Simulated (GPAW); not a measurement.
The system is CdBr.

```
Cd Br
1.0
     0.00000    3.07239    3.07239
     3.07239    0.00000    3.07239
     3.07239    3.07239    0.00000
Cd Br
1 1
Direct
  0.00000 0.00000 0.00000
  0.50000 0.50000 0.50000
```

The cell was built by a generator and needn't be a form met in nature.

| Property | Result |
| --- | --- |
| Program | GPAW 26.7.0 |
| Task | relaxation of cell and atoms |
| Functional | revPBE |
| Potentials or basis | the program's PAW data sets (release 1.2.1) made for this functional |
| Cutoff | 600 eV |
| Basis | pw |
| k mesh | 8 × 8 × 8 |
| Occupations | fermi-dirac, width 0.05 eV |
| Spin | no spin polarisation |

At the start: pressure 2.5 GPa; volume 29.00 Å³/atom.

Question: Where does the relaxation end?

Answer: Over 4 steps the energy falls by 19.4 meV/atom and the volume is 31.79 Å³/atom (+9.6 %); space group Fm-3m (No. 225, to 0.05 Å).

Step by step:
| step | energy change (eV) | largest force (eV/Å) | pressure (GPa) | volume (Å³) |
| --- | --- | --- | --- | --- |
| 1 | 0.0000 | 0.0000 | 2.46 | 58.00 |
| 2 | -0.0079 | 0.0000 | 2.16 | 58.56 |
| 3 | -0.0383 | 0.0000 | 0.23 | 62.98 |
| 4 | -0.0387 | 0.0000 | 0.03 | 63.59 |

Final structure:
```cif
data_structure
_symmetry_space_group_name_H-M 'P 1'
_symmetry_Int_Tables_number 1
_cell_length_a 4.4802
_cell_length_b 4.4802
_cell_length_c 4.4802
_cell_angle_alpha 60.000
_cell_angle_beta 60.000
_cell_angle_gamma 60.000
_cell_volume 63.59
loop_
_atom_site_label
_atom_site_type_symbol
_atom_site_fract_x
_atom_site_fract_y
_atom_site_fract_z
_atom_site_occupancy
Cd1 Cd 0.00000 0.00000 0.00000 1
Br1 Br 0.50000 0.50000 0.50000 1
```

Caveat: later steps reuse the first step's grids; an odd number of electrons without spin polarisation forces a metal; a magnetic or distorted state may lie lower.
